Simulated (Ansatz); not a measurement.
## ScF₃, space group Pm-3m: a calculation of the elastic constants

Program: Ansatz 0.2.0, Python API.

Script `scf3.py`:
```python
import warnings

import ansatz as az
from ase import Atoms
import numpy as np

OCCUPATIONS = "fixed"
MESH = (6, 6, 6)


def main() -> None:
    warnings.simplefilter("ignore", az.DeckWarning)

    atoms = Atoms(
        ["Sc", "F", "F", "F"],
        scaled_positions=[
            [0.0, 0.0, 0.0],
            [0.5, 0.0, 0.0],
            [0.0, 0.5, 0.0],
            [0.0, 0.0, 0.5],
        ],
        cell=[
            [4.01245, 0.0, 0.0],
            [0.0, 4.01245, 0.0],
            [0.0, 0.0, 4.01245],
        ],
        pbc=True,
    )
    scf3 = az.Crystal.from_ase(atoms)

    calc = (
        scf3.calculation()
        .functional(az.Functional.R2SCAN)
        .occupations(OCCUPATIONS)
        .kpoints(*MESH)
    )
    out = calc.elastic("relaxed_ion", amplitude=0.01).run()
    elastic = out.elastic

    print("C_ij (GPa), Voigt order xx yy zz yz xz xy")
    for row in elastic.c_gpa:
        print(" ".join(f"{value:8.1f}" for value in row))
    print("smallest eigenvalue of C:", round(elastic.stability.min_eigenvalue_gpa, 1), "GPa; tensor positive definite:", elastic.stability.min_eigenvalue_gpa > 0)
    if elastic.stability.min_eigenvalue_gpa > 0:
        for name, value in elastic.moduli.to_plain().items():
            print(f"{name:14s} {value:9.3f}")
        S = np.linalg.inv(elastic.c_gpa)
        print("Young modulus along x, y, z (GPa):", np.round(1 / np.diag(S)[:3], 1))
        print("linear compressibility along x, y, z (1/TPa):", np.round(1000 * S[:3, :3].sum(axis=1), 2))


if __name__ == "__main__":
    main()
```

```console
$ python scf3.py
C_ij (GPa), Voigt order xx yy zz yz xz xy
   271.3     20.8     20.8     -0.0     -0.0     -0.0
    20.8    271.3     20.8     -0.0     -0.0     -0.0
    20.8     20.8    271.3     -0.0     -0.0     -0.0
    -0.0     -0.0     -0.0     18.2      0.0      0.0
    -0.0     -0.0      0.0      0.0     18.2      0.0
     0.0      0.0     -0.0      0.0      0.0     18.2
smallest eigenvalue of C: 18.2 GPa; tensor positive definite: True
k_voigt_gpa      104.303
k_reuss_gpa      104.303
k_hill_gpa       104.303
g_voigt_gpa       61.040
g_reuss_gpa       27.682
g_hill_gpa        44.361
youngs_gpa       116.558
poisson            0.314
Young modulus along x, y, z (GPa): [268.4 268.4 268.4]
linear compressibility along x, y, z (1/TPa): [3.2 3.2 3.2]
```

Spin is left out of this run. Under fixed occupations the level called the Fermi level is the highest filled one on the SCF mesh; off the mesh a filled band can lie a little above it. A positive definite tensor excludes instabilities under uniform strain alone; phonons elsewhere in the zone can still be imaginary. The starting cell is as deposited in a crystallographic database; the results hold for this polymorph, which needn't be the stable one. The constants belong to the cell that was strained; where it wasn't relaxed first it may be under stress. The whole script took 80 s on 1 thread of Arm Neoverse V2 (shared host), peak memory 0.58 GiB.
